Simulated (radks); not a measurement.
# Mg²⁺ with its nuclear charge varied continuously

The task here is to estimate one member of a computed series from the others.

Program: radks (a radial shooting solver on a logarithmic mesh, Libxc functionals) version 1. Level of theory: Dirac Kohn-Sham, PBE, spin-unpolarised, spherical densities, point nucleus. These are calculated values, not measurements, unless marked.

## What is computed

```
element       : magnesium (Z = 12)
charge        : +2
electrons     : 10
configuration : [Ne]
```

Outer shells as boxes (Hund's rule):

Mg²⁺
```
[He] core
2s [↑↓]
2p [↑↓][↑↓][↑↓]
```

Set-up of the first run:

The run's settings:

```text
Z 12
configuration [Ne]
relativity Dirac
functional pbe,pbe
spin unpolarised
j_filling average
nucleus point
c 137.035999084
```

Steps of the session up to this table: Z = 12.

One of the session's tables, all rows but one given; the rest of the session is left out.

It belongs to the step «Z = 12». Sizes of the orbitals, from the radial functions (bohr):

```
level     <r>  outermost maximum (interpolated)  90 % within
1s1/2  0.1306                            0.0851        0.234
2s1/2  0.6949                             0.546         1.10
2p1/2  0.6823                             0.477         1.16
2p3/2       ?                                 ?            ?
```

Estimate the missing values for 2p3/2.

**Answer.** <r>: 0.6845; outermost maximum (interpolated): 0.479; 90 % within: 1.17. In the column «<r>» it lies between 2p1/2 (0.6823) and 2s1/2 (0.6949).
